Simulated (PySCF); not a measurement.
**Arsenic: the same states on changed settings**

These states were run before on sound settings. What differs here: basis STO-3G, all-electron and non-relativistic, unsound on purpose. What does it move?

Program: PySCF 2.14.0. Level of theory: unrestricted determinants in a Gaussian basis, no spin-orbit coupling in the energies. These are calculated values, not measurements, unless marked.

## Step 1: What is computed

| Quantity | Value |
| --- | --- |
| Element | arsenic (Z = 33) |
| Basis | STO-3G |
| Hamiltonian | no relativity, point nucleus |
| State 1 | As⁺: [Ar] 3d10 4s2 4p2, high-spin 3P determinant |
| State 2 | As²⁺: [Ar] 3d10 4s2 4p1, 2P determinant |
| Methods | UHF, BP86, MN15, MP2, CCSD(T) |
| Core shells frozen in the correlated runs | valence: [Ar] 3d10 (for As⁺) |

Outer shells as boxes (Hund's rule):

As+ [Ar] 3d10 4s2 4p2
```
[Ar] core
3d [↑↓][↑↓][↑↓][↑↓][↑↓]
4s [↑↓]
4p [↑ ][↑ ][  ]
```

As2+ [Ar] 3d10 4s2 4p1
```
[Ar] core
3d [↑↓][↑↓][↑↓][↑↓][↑↓]
4s [↑↓]
4p [↑ ][  ][  ]
```

The sound run (x2c-SVPall, the spin-free X2C one-electron Hamiltonian (Gaussian nucleus), symmetry-adapted start, fine grid, valence correlation) gave:

```csv
species,method,energy (hartree)
As⁺,UHF,-2258.27608
As⁺,BP86,-2260.25894
As⁺,MN15,-2261.31526
As⁺,MP2 (valence),-2258.31988
As⁺,CCSD(T) (valence),-2258.33699
As²⁺,UHF,-2257.61457
As²⁺,BP86,-2259.57359
As²⁺,MN15,-2260.62958
As²⁺,MP2 (valence),-2257.64876
As²⁺,CCSD(T) (valence),-2257.66464
```

The runs were made by one driver on top of PySCF. The scripts below sum up each run's settings (the driver also hands on starting orbitals that pick excited configurations, and frozen orbitals as a list rather than a count), and the logs come from the driver's own runs. The driver starts from symmetry-adapted Hartree-Fock orbitals, holds the occupation by maximum overlap and uses a logarithmic radial grid for functionals, so a plain start would take other cycles.

It was started by

```
> OMP_NUM_THREADS=1 python atomrun2.py TASK.json OUT
```

The integrals over 18 functions and the set-up took 0.04 s of CPU time.

## Step 2: Changed run, As⁺, method by method

Level: UHF.

File input.py:

```python
from pyscf import gto, scf, dft, mp, cc
import basis_set_exchange as bse
mol = gto.M(atom="As 0 0 0", charge=1, spin=2, symmetry="D2h",
            basis=gto.basis.parse(bse.get_basis("STO-3G", elements=["As"], fmt="nwchem", header=False)))
mf = scf.UHF(mol)
mf.irrep_nelec = {'Ag': (6, 6), 'B1g': (1, 1), 'B2g': (1, 1), 'B3g': (1, 1), 'B1u': (3, 2), 'B2u': (3, 2), 'B3u': (2, 2)}
mf.kernel()
```

What it wrote:

```text
damping factor = 0
level_shift factor = 0
DIIS = <class 'pyscf.scf.diis.CDIIS'>
diis_start_cycle = 1
diis_space = 10
diis_damp = 0
SCF conv_tol = 1e-09
SCF conv_tol_grad = None
number electrons alpha = 17  beta = 15
cycle= 1 E= -2209.00632817067  delta_E=    0  |g|= 1.93e-07  |ddm|= 5.96e-07
converged SCF energy = -2209.00632817067  <S^2> = 2.0000012  2S+1 = 3.0000008
```

It took 0.06 s on 1 thread of Neoverse-N1, shared host, the integrals not counted.

The occupied shells:

```csv
shell,electrons,mean orbital energy (eV),spread (eV),rms radius (bohr)
1s α,1,-11646.4,0,0.0542
1s β,1,-11646.3,0,0.0542
2s α,1,-1493.1,0,0.220
2s β,1,-1493.0,0,0.220
2p α,3,-1354.3,0.032,0.200
2p β,3,-1354.1,0.156,0.200
3s α,1,-210.58,0,0.663
3s β,1,-210.18,0,0.663
3p α,3,-154.42,0.015,0.678
3p β,3,-153.89,0.594,0.678
3d α,5,-42.104,0.346,0.635
3d β,5,-41.853,0.535,0.635
4s α,1,-27.195,0,2.27
4s β,1,-21.708,0,2.27
4p α,2,-17.119,0,2.27
```

⟨S²⟩ = 2.000, ⟨L²⟩ = 2.00.

Level: BP86.

input.py differs from the last one in:

```diff
@@ -4,3 +4,3 @@
             basis=gto.basis.parse(bse.get_basis("STO-3G", elements=["As"], fmt="nwchem", header=False)))
-mf = scf.UHF(mol)
+mf = dft.UKS(mol, xc="B88,P86")
 mf.irrep_nelec = {'Ag': (6, 6), 'B1g': (1, 1), 'B2g': (1, 1), 'B3g': (1, 1), 'B1u': (3, 2), 'B2u': (3, 2), 'B3u': (2, 2)}
```

What it wrote:

```text
damping factor = 0
level_shift factor = 0
DIIS = <class 'pyscf.scf.diis.CDIIS'>
diis_start_cycle = 1
diis_space = 10
diis_damp = 0
SCF conv_tol = 1e-09
SCF conv_tol_grad = None
number electrons alpha = 17  beta = 15
XC functionals = B88,P86
    A. D. Becke.,  Phys. Rev. A 38, 3098 (1988)
    J. P. Perdew.,  Phys. Rev. B 33, 8822 (1986)
cycle= 1 E= -2210.37556204365  delta_E= -0.00385  |g|= 0.0051  |ddm|= 0.0546
cycle= 2 E= -2210.37556793243  delta_E= -5.89e-06  |g|= 0.000208  |ddm|= 0.00214
cycle= 3 E= -2210.37556794225  delta_E= -9.82e-09  |g|= 1.2e-08  |ddm|= 8.39e-05
cycle= 4 E= -2210.37556794225  delta_E= -4.55e-13  |g|= 4.6e-11  |ddm|= 4.9e-09
converged SCF energy = -2210.37556794225  <S^2> = 2.0000005  2S+1 = 3.0000003
```

Time after the integrals: 0.2 s (1 thread of Neoverse-N1, shared host).

Level: MN15.

input.py differs from the last one in:

```diff
@@ -4,3 +4,3 @@
             basis=gto.basis.parse(bse.get_basis("STO-3G", elements=["As"], fmt="nwchem", header=False)))
-mf = dft.UKS(mol, xc="B88,P86")
+mf = dft.UKS(mol, xc="MN15")
 mf.irrep_nelec = {'Ag': (6, 6), 'B1g': (1, 1), 'B2g': (1, 1), 'B3g': (1, 1), 'B1u': (3, 2), 'B2u': (3, 2), 'B3u': (2, 2)}
```

What it wrote:

```text
damping factor = 0
level_shift factor = 0
DIIS = <class 'pyscf.scf.diis.CDIIS'>
diis_start_cycle = 1
diis_space = 10
diis_damp = 0
SCF conv_tol = 1e-09
SCF conv_tol_grad = None
number electrons alpha = 17  beta = 15
XC functionals = MN15
    H. S. Yu, X. He, S. L. Li, and D. G. Truhlar.,  Chem. Sci. 7, 5032-5051 (2016)
    H. S. Yu, X. He, S. L. Li, and D. G. Truhlar.,  Chem. Sci. 7, 5032-5051 (2016)
cycle= 1 E= -2207.85389099923  delta_E= -0.0102  |g|= 0.00206  |ddm|= 0.0856
cycle= 2 E= -2207.8538917642  delta_E= -7.65e-07  |g|= 2.43e-05  |ddm|= 0.000719
cycle= 3 E= -2207.85389176431  delta_E= -1.05e-10  |g|= 7.29e-07  |ddm|= 8.37e-06
converged SCF energy = -2207.85389176431  <S^2> = 2.0000001  2S+1 = 3.0000001
```

Time after the integrals: 0.26 s (1 thread of Neoverse-N1, shared host).

Level: MP2 (valence).

input.py differs from the last one in:

```diff
@@ -4,4 +4,5 @@
             basis=gto.basis.parse(bse.get_basis("STO-3G", elements=["As"], fmt="nwchem", header=False)))
-mf = dft.UKS(mol, xc="MN15")
+mf = scf.UHF(mol)
 mf.irrep_nelec = {'Ag': (6, 6), 'B1g': (1, 1), 'B2g': (1, 1), 'B3g': (1, 1), 'B1u': (3, 2), 'B2u': (3, 2), 'B3u': (2, 2)}
 mf.kernel()
+mp.UMP2(mf, frozen=14).kernel()
```

No log was kept for this step.

It took 0.01 s on 1 thread of Neoverse-N1, shared host, the integrals not counted.

With 4 electrons correlated, the MP2 correlation energy is -0.00758 hartree (0.00000 same spin, -0.00758 opposite spin); the SCS form gives -0.00910. Largest pairs of shells: 4s-4s -0.0076, 4s-4p 0.0000, 4p-4p 0.0000.

Level: CCSD(T) (valence).

input.py differs from the last one in:

```diff
@@ -7,2 +7,3 @@
 mf.kernel()
-mp.UMP2(mf, frozen=14).kernel()
+mycc = cc.CCSD(mf, frozen=14).run()
+mycc.ccsd_t()
```

What it wrote:

```text
CC2 = 0
CCSD nocc = (np.int64(3), np.int64(1)), nmo = (4, 4)
frozen orbitals [[0, 1, 2, 3, 4, 5, 6, 7, 8, 9, 10, 11, 12, 13], [0, 1, 2, 3, 4, 5, 6, 7, 8, 9, 10, 11, 12, 13]]
max_cycle = 100
direct = 0
conv_tol = 1e-08
conv_tol_normt = 1e-06
diis_space = 8
diis_start_cycle = 0
Init t2, MP2 energy = -0.00758368224578107
Init E_corr(UCCSD) = -0.00758368224578107
cycle = 1  E_corr(UCCSD) = -0.010930735262604  dE = -0.00334705302  norm(t1,t2) = 0.0332157
cycle = 2  E_corr(UCCSD) = -0.0123806302645876  dE = -0.001449895  norm(t1,t2) = 0.0143886
cycle = 3  E_corr(UCCSD) = -0.0134726397667063  dE = -0.0010920095  norm(t1,t2) = 0.00618137
cycle = 4  E_corr(UCCSD) = -0.0134697911882124  dE = 2.84857849e-06  norm(t1,t2) = 2.05735e-05
cycle = 5  E_corr(UCCSD) = -0.0134694525701547  dE = 3.38618058e-07  norm(t1,t2) = 4.37232e-06
cycle = 6  E_corr(UCCSD) = -0.0134693209461643  dE = 1.3162399e-07  norm(t1,t2) = 2.44646e-06
cycle = 7  E_corr(UCCSD) = -0.0134692509584503  dE = 6.99877141e-08  norm(t1,t2) = 1.69785e-06
cycle = 8  E_corr(UCCSD) = -0.0134692075320828  dE = 4.34263674e-08  norm(t1,t2) = 1.2998e-06
cycle = 9  E_corr(UCCSD) = -0.0134691779607669  dE = 2.95713159e-08  norm(t1,t2) = 1.05282e-06
cycle = 10  E_corr(UCCSD) = -0.0134690212616009  dE = 1.56699166e-07  norm(t1,t2) = 8.84635e-07
cycle = 11  E_corr(UCCSD) = -0.0134690224203511  dE = -1.15875021e-09  norm(t1,t2) = 6.57963e-09
UCCSD converged
E(UCCSD) = -2209.019797193094  E_corr = -0.01346902242035111
UCCSD(T) correction = 0
```

It took 0.07 s on 1 thread of Neoverse-N1, shared host, the integrals not counted.

CCSD correlation -0.01347 hartree, triples 0.00000; total -2209.019797. T1 = 0.000, largest double amplitude 0.134.

## Step 3: Changed run, As²⁺: the ladder of methods

Level: UHF.

File input.py:

```python
from pyscf import gto, scf, dft, mp, cc
import basis_set_exchange as bse
mol = gto.M(atom="As 0 0 0", charge=2, spin=1, symmetry="D2h",
            basis=gto.basis.parse(bse.get_basis("STO-3G", elements=["As"], fmt="nwchem", header=False)))
mf = scf.UHF(mol)
mf.irrep_nelec = {'Ag': (6, 6), 'B1g': (1, 1), 'B2g': (1, 1), 'B3g': (1, 1), 'B1u': (2, 2), 'B2u': (3, 2), 'B3u': (2, 2)}
mf.kernel()
```

What it wrote:

```text
damping factor = 0
level_shift factor = 0
DIIS = <class 'pyscf.scf.diis.CDIIS'>
diis_start_cycle = 1
diis_space = 10
diis_damp = 0
SCF conv_tol = 1e-09
SCF conv_tol_grad = None
number electrons alpha = 16  beta = 15
cycle= 1 E= -2208.37731590236  delta_E= -1.82e-12  |g|= 3.65e-07  |ddm|= 1.12e-06
converged SCF energy = -2208.37731590236  <S^2> = 0.75000057  2S+1 = 2.0000006
```

It took 0.06 s on 1 thread of Neoverse-N1, shared host, the integrals not counted.

The occupied shells:

```csv
shell,electrons,mean orbital energy (eV),spread (eV),rms radius (bohr)
1s α,1,-11661.5,0,0.0542
1s β,1,-11661.4,0,0.0542
2s α,1,-1507.9,0,0.220
2s β,1,-1507.8,0,0.220
2p α,3,-1369.1,0.030,0.200
2p β,3,-1369.0,0.153,0.200
3s α,1,-224.70,0,0.663
3s β,1,-224.51,0,0.663
3p α,3,-168.46,0.029,0.677
3p β,3,-168.21,0.590,0.677
3d α,5,-56.323,0.348,0.635
3d β,5,-56.200,0.533,0.635
4s α,1,-35.843,0,2.27
4s β,1,-33.098,0,2.27
4p α,1,-27.228,0,2.27
```

⟨S²⟩ = 0.750, ⟨L²⟩ = 2.00.

Level: BP86.

input.py differs from the last one in:

```diff
@@ -4,3 +4,3 @@
             basis=gto.basis.parse(bse.get_basis("STO-3G", elements=["As"], fmt="nwchem", header=False)))
-mf = scf.UHF(mol)
+mf = dft.UKS(mol, xc="B88,P86")
 mf.irrep_nelec = {'Ag': (6, 6), 'B1g': (1, 1), 'B2g': (1, 1), 'B3g': (1, 1), 'B1u': (2, 2), 'B2u': (3, 2), 'B3u': (2, 2)}
```

What it wrote:

```text
damping factor = 0
level_shift factor = 0
DIIS = <class 'pyscf.scf.diis.CDIIS'>
diis_start_cycle = 1
diis_space = 10
diis_damp = 0
SCF conv_tol = 1e-09
SCF conv_tol_grad = None
number electrons alpha = 16  beta = 15
XC functionals = B88,P86
    A. D. Becke.,  Phys. Rev. A 38, 3098 (1988)
    J. P. Perdew.,  Phys. Rev. B 33, 8822 (1986)
cycle= 1 E= -2209.72204152762  delta_E= -0.00427  |g|= 0.00653  |ddm|= 0.0569
cycle= 2 E= -2209.72205082632  delta_E= -9.3e-06  |g|= 0.000316  |ddm|= 0.00266
cycle= 3 E= -2209.7220508482  delta_E= -2.19e-08  |g|= 2.45e-08  |ddm|= 0.000123
cycle= 4 E= -2209.7220508482  delta_E=    0  |g|= 1.26e-10  |ddm|= 9.63e-09
converged SCF energy = -2209.7220508482  <S^2> = 0.75000019  2S+1 = 2.0000002
```

Time after the integrals: 0.2 s (1 thread of Neoverse-N1, shared host).

Level: MN15.

input.py differs from the last one in:

```diff
@@ -4,3 +4,3 @@
             basis=gto.basis.parse(bse.get_basis("STO-3G", elements=["As"], fmt="nwchem", header=False)))
-mf = dft.UKS(mol, xc="B88,P86")
+mf = dft.UKS(mol, xc="MN15")
 mf.irrep_nelec = {'Ag': (6, 6), 'B1g': (1, 1), 'B2g': (1, 1), 'B3g': (1, 1), 'B1u': (2, 2), 'B2u': (3, 2), 'B3u': (2, 2)}
```

What it wrote:

```text
damping factor = 0
level_shift factor = 0
DIIS = <class 'pyscf.scf.diis.CDIIS'>
diis_start_cycle = 1
diis_space = 10
diis_damp = 0
SCF conv_tol = 1e-09
SCF conv_tol_grad = None
number electrons alpha = 16  beta = 15
XC functionals = MN15
    H. S. Yu, X. He, S. L. Li, and D. G. Truhlar.,  Chem. Sci. 7, 5032-5051 (2016)
    H. S. Yu, X. He, S. L. Li, and D. G. Truhlar.,  Chem. Sci. 7, 5032-5051 (2016)
cycle= 1 E= -2207.21744045016  delta_E= -0.0114  |g|= 0.00141  |ddm|= 0.0896
cycle= 2 E= -2207.21744050527  delta_E= -5.51e-08  |g|= 1.25e-05  |ddm|= 0.000103
cycle= 3 E= -2207.2174405053  delta_E= -3.27e-11  |g|= 4.98e-07  |ddm|= 4.6e-06
converged SCF energy = -2207.2174405053  <S^2> = 0.75000008  2S+1 = 2.0000001
```

It took 0.26 s on 1 thread of Neoverse-N1, shared host, the integrals not counted.

Level: MP2 (valence).

input.py differs from the last one in:

```diff
@@ -4,4 +4,5 @@
             basis=gto.basis.parse(bse.get_basis("STO-3G", elements=["As"], fmt="nwchem", header=False)))
-mf = dft.UKS(mol, xc="MN15")
+mf = scf.UHF(mol)
 mf.irrep_nelec = {'Ag': (6, 6), 'B1g': (1, 1), 'B2g': (1, 1), 'B3g': (1, 1), 'B1u': (2, 2), 'B2u': (3, 2), 'B3u': (2, 2)}
 mf.kernel()
+mp.UMP2(mf, frozen=14).kernel()
```

The driver printed no log here.

Time after the integrals: 0.01 s (1 thread of Neoverse-N1, shared host).

With 3 electrons correlated, the MP2 correlation energy is -0.01559 hartree (0.00000 same spin, -0.01559 opposite spin); the SCS form gives -0.01871. Largest pairs of shells: 4s-4s -0.0156, 4s-4p 0.0000, 4p-4p 0.0000.

Level: CCSD(T) (valence).

input.py differs from the last one in:

```diff
@@ -7,2 +7,3 @@
 mf.kernel()
-mp.UMP2(mf, frozen=14).kernel()
+mycc = cc.CCSD(mf, frozen=14).run()
+mycc.ccsd_t()
```

What it wrote:

```text
CC2 = 0
CCSD nocc = (np.int64(2), np.int64(1)), nmo = (4, 4)
frozen orbitals [[0, 1, 2, 3, 4, 5, 6, 7, 8, 9, 10, 11, 12, 13], [0, 1, 2, 3, 4, 5, 6, 7, 8, 9, 10, 11, 12, 13]]
max_cycle = 100
direct = 0
conv_tol = 1e-08
conv_tol_normt = 1e-06
diis_space = 8
diis_start_cycle = 0
Init t2, MP2 energy = -0.0155933736285062
Init E_corr(UCCSD) = -0.0155933736285062
cycle = 1  E_corr(UCCSD) = -0.0222243186611913  dE = -0.00663094503  norm(t1,t2) = 0.0465029
cycle = 2  E_corr(UCCSD) = -0.0249310500742078  dE = -0.00270673141  norm(t1,t2) = 0.0189824
cycle = 3  E_corr(UCCSD) = -0.0267433381092147  dE = -0.00181228804  norm(t1,t2) = 0.0076126
cycle = 4  E_corr(UCCSD) = -0.0267353393897453  dE = 7.99871947e-06  norm(t1,t2) = 4.4048e-05
cycle = 5  E_corr(UCCSD) = -0.0267342948241549  dE = 1.04456559e-06  norm(t1,t2) = 1.0177e-05
cycle = 6  E_corr(UCCSD) = -0.0267338826778551  dE = 4.121463e-07  norm(t1,t2) = 5.75378e-06
cycle = 7  E_corr(UCCSD) = -0.0267336621357392  dE = 2.20542116e-07  norm(t1,t2) = 4.00854e-06
cycle = 8  E_corr(UCCSD) = -0.0267335248145475  dE = 1.37321192e-07  norm(t1,t2) = 3.07466e-06
cycle = 9  E_corr(UCCSD) = -0.0267334311009632  dE = 9.37135843e-08  norm(t1,t2) = 2.49317e-06
cycle = 10  E_corr(UCCSD) = -0.0267329304646341  dE = 5.00636329e-07  norm(t1,t2) = 2.09634e-06
cycle = 11  E_corr(UCCSD) = -0.0267329360481564  dE = -5.5835223e-09  norm(t1,t2) = 2.35982e-08
UCCSD converged
E(UCCSD) = -2208.404048838408  E_corr = -0.02673293604815635
UCCSD(T) correction = 0
```

It took 0.08 s on 1 thread of Neoverse-N1, shared host, the integrals not counted.

CCSD correlation -0.02673 hartree, triples 0.00000; total -2208.404049. T1 = 0.000, largest double amplitude 0.133.

## Step 4: What moved

```csv
species,method,converged,energy less sound run (eV)
As⁺,UHF,yes,+1340.6981
As⁺,BP86,yes,+1357.3956
As⁺,MN15,yes,+1454.7580
As⁺,MP2 (valence),yes,+1341.6839
As⁺,CCSD(T) (valence),yes,+1341.9892
As²⁺,UHF,yes,+1339.8138
As²⁺,BP86,yes,+1356.5295
As²⁺,MN15,yes,+1453.4183
As²⁺,MP2 (valence),yes,+1340.3199
As²⁺,CCSD(T) (valence),yes,+1340.4490
```

Ionisation energy of As⁺:

```csv
method,sound run (eV),changed run (eV),shift (eV)
UHF,18.001,17.116,-0.884
BP86,18.649,17.783,-0.866
MN15,18.658,17.319,-1.340
MP2,18.262,16.898,-1.364
SCS-MP2,18.195,16.855,-1.340
CCSD,18.288,16.755,-1.532
CCSD(T),18.296,16.755,-1.540
```

## Step 5: What came out

| quantity | value |
| --- | --- |
| change | basis STO-3G, all-electron and non-relativistic |
| runs converged | 10 of 10 |
| largest shift of a converged total energy | 1450 eV |
| largest shift of the ionisation energy | -1.540 eV (CCSD(T)) |

The ionisation energy moves by up to 1.54 eV, at CCSD(T). A minimal basis describes the outer orbitals poorly and treats the two species unevenly. The Hamiltonian changed with the basis, so the totals do not compare. The setting is unsound on purpose, so these numbers are no properties of the atom.
